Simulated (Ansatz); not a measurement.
# CH₅NO₂Si: one species, many methods

An exercise on one series of results from a longer session: the logs are not shown, and one member is left open.

Program: Ansatz 0.2.0, Gaussian basis. Level of theory: functionals in def2-TZVPP, the program's frozen cores in correlated methods. These are calculated values, not measurements.

Plan: PBE-D4, r2SCAN-D4, PBE0-D4, B3LYP-D4, ωB97X-V, ωB97M-V, B2PLYP; CCSD(T)/def2-TZVPP; MP2/def2-QZVPP; extrapolation to the limit.

## The relaxed structure

All runs share one geometry, relaxed beforehand with PBE0-D4 in a triple-zeta def2 set.

10 atoms, charge 0, spin multiplicity 1.

Atoms are counted from 1 here; the program's logs count them from 0.

Bond lengths: N1–C2 1.315 Å, N1–H6 1.004 Å, N1–H7 1.030 Å, C2–O3 1.242 Å, C2–H8 1.095 Å, O3–Si4 1.959 Å, Si4–O5 1.738 Å, Si4–H9 1.531 Å, O5–H10 0.958 Å. Angles: C2–N1–H6 120.1°, C2–N1–H7 116.9°, H6–N1–H7 122.2°, N1–C2–O3 124.7°, N1–C2–H8 116.9°, O3–C2–H8 118.4°, C2–O3–Si4 127.5°, O3–Si4–O5 96.0°, O3–Si4–H9 86.1°, O5–Si4–H9 94.0°, Si4–O5–H10 111.0°.

Coordinates:

```xyz
10
charge 0, multiplicity 1
N    -1.0633   -0.2382   -0.6469
C    -0.5421   -1.1904    0.0958
O     0.4685   -1.0600    0.8065
Si    1.5218    0.5656    1.0969
O     1.0472    1.3556   -0.3760
H    -1.8734   -0.4259   -1.2096
H    -0.5183    0.6304   -0.7407
H    -1.0501   -2.1608    0.0853
H     0.3161    1.0793    1.8878
H     1.7766    1.3933   -0.9963
```

The first run:

in.yaml reads:

```yaml
crystal:
  periodic: [false, false, false]
  atoms:
    - {symbol: N, position_ang: [-1.063252, -0.238230, -0.646856]}
    - {symbol: C, position_ang: [-0.542097, -1.190393, 0.095838]}
    - {symbol: O, position_ang: [0.468524, -1.059974, 0.806527]}
    - {symbol: Si, position_ang: [1.521836, 0.565560, 1.096926]}
    - {symbol: O, position_ang: [1.047195, 1.355592, -0.376041]}
    - {symbol: H, position_ang: [-1.873350, -0.425892, -1.209617]}
    - {symbol: H, position_ang: [-0.518306, 0.630418, -0.740665]}
    - {symbol: H, position_ang: [-1.050089, -2.160797, 0.085335]}
    - {symbol: H, position_ang: [0.316091, 1.079312, 1.887798]}
    - {symbol: H, position_ang: [1.776647, 1.393306, -0.996346]}
basis:
  gaussian: {orbitals: def2-TZVPP}
hamiltonian: {xc: pbe, dispersion: d4}
output: {forces: true, orbitals: {seedname: orbitals}}
```

Launch:

```sh
> ansatz run in.yaml --threads 4 --pin off --events-out ev --progress --plain --max-ram 10444MiB
```

Steps of the session up to this table: PBE-D4 (GGA); r2SCAN-D4 (meta-GGA); PBE0-D4 (hybrid); B3LYP-D4 (hybrid); ωB97X-V (range-separated); ωB97M-V (range-separated); B2PLYP (double hybrid); CCSD(T) in def2-TZVPP; MP2 in def2-QZVPP.

One table of the session follows, with a row left open; its other results are not shown here.

| method | atomisation energy (kcal/mol) |
| --- | --- |
| PBE-D4 | 920.3 |
| r2SCAN-D4 | 892.5 |
| PBE0-D4 | ? |
| B3LYP-D4 | 895.3 |
| ωB97X-V | 895.7 |
| ωB97M-V | 899.0 |
| B2PLYP | 883.6 |
| HF/def2-TZVPP | 594.6 |
| MP2/def2-TZVPP | 884.0 |
| CCSD/def2-TZVPP | 845.9 |
| CCSD(T)/def2-TZVPP | 863.8 |
| MP2/CBS | 913.2 |
| CCSD(T)/CBS | 893.0 |

Q: Estimate the row for PBE0-D4 from the others.

The run gave: atomisation energy (kcal/mol): 890.1. In the column «atomisation energy (kcal/mol)» it lies between MP2/def2-TZVPP (884.0) and r2SCAN-D4 (892.5).

Caveats from the session: Free atoms (1 N, 1 C, 2 O, 1 Si, 5 H) were run apart at each level; the atomisation energy is their sum less the molecule, without zero-point or spin-orbit terms.
